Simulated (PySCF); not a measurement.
C2GeH4, in a box:

```xyz
7
Lattice="13.0000 0.0000 0.0000 0.0000 14.0000 0.0000 0.0000 0.0000 12.0000" Properties=species:S:1:pos:R:3 pbc="T T T"
C     5.3468    5.6117    6.3764
C     5.8265    6.7077    6.2764
Ge    6.6018    8.4453    6.1933
H     4.8644    4.6904    6.4697
H     6.2796    9.0513    4.7890
H     6.0322    9.3837    7.2956
H     8.1019    8.3805    6.3467
```

The cell isn't the ideal one: atoms moved at random, drawn with an rms of 0.05 Å.

Base run:

| Item | Value |
| --- | --- |
| Program | PySCF 2.14.0 |
| Functional | SOGGA11 |
| Potentials or basis | def2-svp (all-electron) |
| k mesh | 1 × 1 × 1 |
| Occupations | fixed |
| Spin | no spin polarisation |

Its results: gap between the frontier levels 6.13 eV.

Q: After a change of settings the same cell gave: gap between the frontier levels 8.76 eV. Which change was it?
A. functional from SOGGA11 to SCAN0
B. functional from SOGGA11 to PBEsol; dispersion from none to D3
C. functional from SOGGA11 to N12; dispersion from none to D3

A: A.

SCAN0 gives the wider gap, since exact exchange removes part of the self-interaction.

Caveats: this is a molecule in a periodic box at the Γ point, so its band gap is the HOMO-LUMO gap; relativity is left out, which matters for the heavier elements; the basis of atomic orbitals isn't converged, which shifts pressures, moduli and gaps.

Runs at the PBE level aren't shown here.
